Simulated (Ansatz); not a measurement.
# CH5BClGeN: the cost of one run

Computed with Ansatz 0.2.0. Level: RKS PBE0-D4/def2-SVP.

**1. The starting structure**

10 atoms, charge 0, spin multiplicity 1.

Atoms are counted from 1 here; the program's logs count them from 0.

Bond lengths: Cl1–B2 1.742 Å, B2–C3 1.585 Å, B2–Ge5 2.088 Å, C3–N4 1.475 Å, C3–H6 1.119 Å, C3–H7 1.125 Å, N4–Ge5 1.884 Å, N4–H8 1.023 Å, Ge5–H9 1.567 Å, Ge5–H10 1.557 Å. Angles: Cl1–B2–C3 129.5°, Cl1–B2–Ge5 142.0°, C3–B2–Ge5 88.4°, B2–C3–N4 98.6°, B2–C3–H6 114.9°, B2–C3–H7 108.2°, N4–C3–H6 114.4°, N4–C3–H7 115.9°, H6–C3–H7 105.1°, C3–N4–Ge5 100.0°, C3–N4–H8 117.9°, Ge5–N4–H8 127.3°, B2–Ge5–N4 71.3°, B2–Ge5–H9 118.8°, B2–Ge5–H10 125.6°, N4–Ge5–H9 116.2°, N4–Ge5–H10 113.2°, H9–Ge5–H10 107.3°.

Geometry (Å):

```xyz
10
charge 0, multiplicity 1
Cl   -1.96920   -0.45369    2.15216
B    -0.81605   -0.13298    0.88668
C     0.52077   -0.90229    0.52088
N     1.05630    0.04524   -0.47503
Ge   -0.45397    1.14342   -0.72501
H     1.20274   -1.09837    1.38670
H     0.24406   -1.92043    0.13046
H     1.68228   -0.32183   -1.19652
H    -1.25333    0.92655   -2.05529
H    -0.13040    2.66327   -0.62213
```

**2. Relaxation**

Input file input.yaml:

```yaml
crystal:
  periodic: [false, false, false]
  atoms:
    - { symbol: Cl, position_ang: [-1.969202, -0.453687, 2.152161] }
    - { symbol: B, position_ang: [-0.816048, -0.132981, 0.886678] }
    - { symbol: C, position_ang: [0.520767, -0.90229, 0.520882] }
    - { symbol: "N", position_ang: [1.056296, 0.045239, -0.475031] }
    - { symbol: Ge, position_ang: [-0.453968, 1.143423, -0.725006] }
    - { symbol: H, position_ang: [1.202738, -1.098372, 1.386698] }
    - { symbol: H, position_ang: [0.244063, -1.920426, 0.130461] }
    - { symbol: H, position_ang: [1.682281, -0.32183, -1.196522] }
    - { symbol: H, position_ang: [-1.25333, 0.926551, -2.055287] }
    - { symbol: H, position_ang: [-0.130396, 2.663273, -0.622135] }
basis:
  gaussian: { orbitals: def2-SVP }
hamiltonian:
  xc: pbe0
  dispersion: d4
output:
  forces: true
relax:
  f_tol: 0.003
  max_steps: 120
```

Command:

```bash
> ansatz run input.yaml --threads 1 --pin off --max-ram 2560MiB --backend cpu --events-out ev --progress --plain --runs-dir out
```

Q: Estimate wall time and peak memory on 1 thread of Arm Neoverse V2, shared host.

About 77 s, with a peak of 0.3 GiB.
